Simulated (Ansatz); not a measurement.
# BClHN: the cost of one run

Computed with Ansatz 0.2.0, Gaussian basis. Level: PBE0-D4/def2-TZVP structures, single points in def2-TZVPP, no counterpoise correction.

Levels: SPW92, PBE-D4, BLYP-D4, r2SCAN-D4, B97M-V, PBE0-D4, B3LYP-D4, r2SCAN0-D4, BHLYP-D4, CAM-B3LYP-D4, wB97X-V, wB97M-V, B2PLYP, PBE-QIDH, RPA on PBE, Hartree-Fock, MP2, CCSD, CCSD(T).

Correlated methods freeze the cores. B3LYP uses VWN-RPA correlation. B2PLYP carries no dispersion term here.

56 further runs of the same task are left out: 56 set aside as unsound or not needed. Runs told in other sessions of the task aren't counted.

**1. The starting structure**

The complex: 11 atoms, charge 0, spin multiplicity 1.

Atoms are counted from 1 here; the program's logs count them from 0.

Bond lengths: B1–N2 1.593 Å, B1–N4 1.321 Å, B1–Cl6 1.807 Å, N2–C3 1.476 Å, N2–H5 1.020 Å, N2–H7 1.017 Å, C3–H8 1.089 Å, C3–H9 1.090 Å, C3–H10 1.088 Å, N4–H11 1.011 Å. Angles: N2–B1–N4 112.8°, N2–B1–Cl6 109.5°, N4–B1–Cl6 137.7°, B1–N2–C3 115.1°, B1–N2–H5 100.8°, B1–N2–H7 110.9°, C3–N2–H5 111.1°, C3–N2–H7 110.0°, H5–N2–H7 108.5°, N2–C3–H8 108.0°, N2–C3–H9 110.9°, N2–C3–H10 108.5°, H8–C3–H9 110.0°, H8–C3–H10 109.2°, H9–C3–H10 110.2°, B1–N4–H11 118.4°.

Coordinates:

```
B     0.35443   -0.74981    0.84427
N    -0.28785    0.57321    0.23324
C    -0.50586    0.54639   -1.22587
N     1.59145   -0.56782    1.27182
H     0.41863    1.26377    0.48651
Cl   -0.84323   -2.09987    0.75024
H    -1.15545    0.80832    0.70995
H     0.44875    0.33692   -1.70517
H    -0.89872    1.50046   -1.57767
H    -1.20554   -0.25483   -1.45558
H     2.08349   -1.35654    1.66846
```

Its parts: BClHN holds atoms 1, 4, 6, 11; CH5N holds atoms 2, 3, 5, 7, 8, 9, 10. Each part counts its atoms afresh in its own runs.

**2. Relaxing BClHN alone**

File relax-a/in.yaml:

```yaml
crystal:
  periodic: [false, false, false]
  atoms:
    - {symbol: B, position_ang: [0.354428, -0.749814, 0.844270]}
    - {symbol: N, position_ang: [1.591447, -0.567816, 1.271819]}
    - {symbol: Cl, position_ang: [-0.843231, -2.099869, 0.750237]}
    - {symbol: H, position_ang: [2.083487, -1.356543, 1.668458]}
basis:
  gaussian: {orbitals: def2-TZVP}
hamiltonian: {xc: pbe0, dispersion: d4}
relax: {f_tol: 0.005, max_steps: 200}
```

Run with:

```sh
ansatz run in.yaml --threads 4 --pin off --events-out ev --progress --plain --max-ram 9574MiB
```

**Question.** How long does this run take on 4 threads of Arm Neoverse V2, shared host?

About 6.5 s.
